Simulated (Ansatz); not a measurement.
# TaIn2: one candidate structure

Aim: relax TaIn2 from this start, fluorite type (Fm-3m, No. 225), and see where it ends.

Computed with Ansatz 0.2.0 (DFT PBE, scalar-relativistic, plane waves, PAW, unless a step's input says otherwise).

## 1. The starting structure

Symmetry: Fm-3m, No. 225, cubic system. The conventional cell has a = 6.341 Å, b = 6.341 Å, c = 6.341 Å, α = 90.00°, β = 90.00°, γ = 90.00°. Ta (site symmetry m-3m) is surrounded by 8 In at 2.75 Å. In (site symmetry -43m) is surrounded by 4 Ta at 2.75 Å.

Structure file:

```
CELL_PARAMETERS angstrom
0.00000 3.17059 3.17059
3.17059 0.00000 3.17059
3.17059 3.17059 0.00000
ATOMIC_POSITIONS crystal
Ta 0.00000 0.00000 0.00000
In 0.25000 0.25000 0.25000
In 0.75000 0.75000 0.75000
```

(A quick probe on a coarse mesh, which set the mesh and smearing, is not shown.)

## 3. A loose first relaxation

The input, input.yaml:

```yaml
crystal:
  lattice:
    - [0.0, 3.1705855639, 3.1705855639]
    - [3.1705855639, 0.0, 3.1705855639]
    - [3.1705855639, 3.1705855639, 0.0]
  atoms:
    - { symbol: Ta, position: [0.0, 0.0, 0.0] }
    - { symbol: In, position: [0.25, 0.25, 0.25] }
    - { symbol: In, position: [0.75, 0.75, 0.75] }
basis:
  ecutwfc: 420
kpoints:
  mp_grid: { grid: [6, 6, 6] }
hamiltonian:
  xc: pbe
scf:
  occupations: { method: gaussian, width: 0.1 }
  lower_state_search: "off"
output:
  forces: true
  stress: true
  eigenvalues: true
relax:
  adjacent_minimum: "off"
  f_tol: 0.04
  max_steps: 70
  cell: { stress_tol: 0.4 }
```

Started as:

```
> ansatz run input.yaml --threads 1 --pin off --max-ram 2560MiB --backend cpu --events-out ev --progress --plain --runs-dir out
```

The session goes on with these runs: the relaxation.

Before running it: what results should come out?

The runs gave:

Formation energies count from the elements, computed with the same settings in runs not shown here.

| quantity | value |
| --- | --- |
| cell (conventional) | a = 6.736 Å, b = 6.736 Å, c = 6.736 Å, α = 90.00°, β = 90.00°, γ = 90.00° |
| space group | Fm-3m (No. 225) |
| volume | 25.46 Å³/atom |
| gap on the mesh | none (metal) |
| formation energy from the elements | +0.741 eV/atom |

The space group stayed Fm-3m, and from the first guess the volume went from 21.25 to 25.46 Å³/atom. The formation energy of +0.74 eV/atom is positive, so the elements lie lower than this structure; another structure of the compound can lie lower. Spin-orbit coupling is left out for Ta.
